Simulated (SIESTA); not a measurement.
GaGe:

```
Ge Ga
1.0
     0.00000    2.89784    2.89784
     2.89784    0.00000    2.89784
     2.89784    2.89784    0.00000
Ge Ga
1 1
Direct
  0.00000 0.00000 0.00000
  0.25000 0.25000 0.25000
```

The cell comes from a database or a generator and needn't be the stable form of this composition.

```yaml
Program: SIESTA 5.4.2
Task: relaxation of cell and atoms
Functional: BLYP
Potentials_or_basis: PseudoDojo 0.4 standard (PBE files)
Basis: DZP (energy shift 0.003 Ry; two zetas on semicore shells)
Grid_cutoff: 800 Ry
Energy_shift: 0.003 Ry
k_mesh: 6 × 6 × 6
Occupations: fermi-dirac, width 0.05 eV
Spin: no spin polarisation
```

At the start: pressure 3.4 GPa; volume 24.33 Å³/atom.

Problem. Where does the relaxation end?

Solution. Over 4 steps the energy falls by 16.9 meV/atom and the volume is 26.03 Å³/atom (+7.0 %); space group F-43m (No. 216, to 0.05 Å).

Step by step:
| step | energy change (eV) | largest force (eV/Å) | pressure (GPa) | volume (Å³) |
| --- | --- | --- | --- | --- |
| 1 | 0.0000 | 0.0001 | 3.39 | 48.67 |
| 2 | -0.0105 | 0.0001 | 2.85 | 49.21 |
| 3 | -0.0335 | 0.0003 | -0.28 | 52.36 |
| 4 | -0.0338 | 0.0003 | -0.06 | 52.06 |

Final structure:
```xyz
2
Lattice="-0.0001 2.9636 2.9636 2.9636 -0.0001 2.9636 2.9636 2.9636 -0.0001" Properties=species:S:1:pos:R:3 pbc="T T T"
Ge    0.0000    0.0000    0.0000
Ga    1.4818    1.4818    1.4818
```

Caveat: the potentials were made for another functional, which shifts forces and pressure; the basis of atomic orbitals isn't converged, which shifts pressures, moduli and gaps.
